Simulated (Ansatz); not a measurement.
# C6H6O2: the cost of one run

The runs use Ansatz 0.2.0, Gaussian basis; PBE/def2-SVP.

## Step 1: Structure used throughout

The geometry comes from an earlier relaxation with PBE0-D4 in a triple-zeta def2 set; it is a stationary point, not always the lowest conformer.

SMILES `Oc1ccc(O)cc1`, 14 atoms, charge 0, spin multiplicity 1.

Atoms are counted from 1 here; the program's logs count them from 0.

Bond lengths: O1–C2 1.361 Å, O1–H9 0.961 Å, C2–C3 1.387 Å, C2–C8 1.389 Å, C3–C4 1.385 Å, C3–H10 1.083 Å, C4–C5 1.389 Å, C4–H11 1.086 Å, C5–O6 1.361 Å, C5–C7 1.387 Å, O6–H12 0.961 Å, C7–C8 1.385 Å, C7–H13 1.083 Å, C8–H14 1.086 Å. Angles: C2–O1–H9 109.1°, O1–C2–C3 117.9°, O1–C2–C8 122.8°, C3–C2–C8 119.3°, C2–C3–C4 120.1°, C2–C3–H10 119.1°, C4–C3–H10 120.7°, C3–C4–C5 120.6°, C3–C4–H11 119.5°, C5–C4–H11 119.9°, C4–C5–O6 122.8°, C4–C5–C7 119.3°, O6–C5–C7 117.9°, C5–O6–H12 109.1°, C5–C7–C8 120.1°, C5–C7–H13 119.1°, C8–C7–H13 120.7°, C2–C8–C7 120.6° and more.

## Step 2: Dynamics

Input file in.yaml:

```yaml
crystal:
  periodic: [false, false, false]
  atoms:
    - {symbol: O, position_ang: [1.368999, -1.047925, 2.150683]}
    - {symbol: C, position_ang: [0.674832, -0.553285, 1.089161]}
    - {symbol: C, position_ang: [1.085273, 0.658761, 0.554469]}
    - {symbol: C, position_ang: [0.412536, 1.205056, -0.525933]}
    - {symbol: C, position_ang: [-0.676664, 0.549105, -1.085086]}
    - {symbol: O, position_ang: [-1.370876, 1.043782, -2.146561]}
    - {symbol: C, position_ang: [-1.087080, -0.662961, -0.550420]}
    - {symbol: C, position_ang: [-0.414338, -1.209259, 0.529978]}
    - {symbol: H, position_ang: [0.981156, -1.885052, 2.418101]}
    - {symbol: H, position_ang: [1.934963, 1.167944, 0.992654]}
    - {symbol: H, position_ang: [0.742765, 2.154856, -0.936541]}
    - {symbol: H, position_ang: [-0.983150, 1.881001, -2.413859]}
    - {symbol: H, position_ang: [-1.936770, -1.172145, -0.988603]}
    - {symbol: H, position_ang: [-0.744543, -2.159079, 0.940559]}
basis:
  gaussian: {orbitals: def2-SVP}
hamiltonian: {xc: {name: PBE}}
md: {timestep: 0.5 fs, n_steps: 30, ensemble: nve, temperature: 1000, initial_velocities: maxwell_boltzmann, seed: 879}
```

Launch:

```
$ ansatz run in.yaml --threads 2 --pin off --events-out ev --progress --plain --max-ram 22528MiB --backend cpu
```

**Question.** How long does this run take on 2 threads of AMD EPYC 7R13, shared host, and how much memory does it need?

About 77 s, with a peak of 0.25 GiB.
